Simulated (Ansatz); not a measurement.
# H4InOP: basis-set convergence

Aim: see how fast density functionals converge with the basis set for H4InOP.

The runs use Ansatz 0.2.0, Gaussian basis; one geometry, several basis sets.

Levels to be run: PBE0-D4/def2-SVP; ωB97M-V/def2-SVP; PBE0-D4/def2-QZVPP; ωB97M-V/def2-QZVPP; the functionals' def2-TZVPP values are taken from earlier runs.

**1. Structure used throughout**

The geometry comes from an earlier relaxation with PBE0-D4 in a triple-zeta def2 set; it is a stationary point, not always the lowest conformer. In takes the def2 core potential; no spin-orbit term is included.

SMILES `O[PH][InH2]`, 7 atoms, charge 0, spin multiplicity 1.

Atoms are counted from 1 here; the program's logs count them from 0.

Bond lengths: O1–P2 1.670 Å, O1–H4 0.960 Å, P2–In3 2.503 Å, P2–H5 1.430 Å, In3–H6 1.723 Å, In3–H7 1.728 Å. Angles: P2–O1–H4 109.0°, O1–P2–In3 100.9°, O1–P2–H5 100.1°, In3–P2–H5 92.3°, P2–In3–H6 120.5°, P2–In3–H7 117.4°, H6–In3–H7 122.0°.

**2. PBE0-D4 in def2-SVP**

Input file in.yaml:

```yaml
crystal:
  periodic: [false, false, false]
  atoms:
    - {symbol: O, position_ang: [-1.844520, 0.146896, 0.079173]}
    - {symbol: P, position_ang: [-0.622820, -0.369954, -0.935491]}
    - {symbol: In, position_ang: [1.396882, 0.365878, 0.345930]}
    - {symbol: H, position_ang: [-2.634261, 0.311762, -0.441857]}
    - {symbol: H, position_ang: [-0.483656, -1.722147, -0.492232]}
    - {symbol: H, position_ang: [1.278244, 1.623236, 1.517978]}
    - {symbol: H, position_ang: [2.910131, -0.355671, -0.073501]}
basis:
  gaussian: {orbitals: def2-SVP}
hamiltonian: {xc: pbe0, dispersion: d4}
output: {orbitals: {seedname: orbitals}}
```

Command:

```console
> ansatz run in.yaml --threads 2 --pin off --events-out ev --progress --plain --max-ram 4352MiB
```

The runs that follow: ωB97M-V in def2-SVP; PBE0-D4 in def2-QZVPP; ωB97M-V in def2-QZVPP.

Q: Predict the results of all the runs planned. Wanted: PBE0-D4: double and triple zeta above quadruple; ωB97M-V: double and triple zeta above quadruple.

As calculated:

| quantity | value |
| --- | --- |
| PBE0-D4: double and triple zeta above quadruple | 6.76, 0.48 eV |
| ωB97M-V: double and triple zeta above quadruple | 6.84, 0.46 eV |

**Reading.** PBE0-D4 gains 6.28 eV from double to triple zeta, then 0.48 eV more. Total energies overstate the basis error of differences, where much of it tends to cancel.
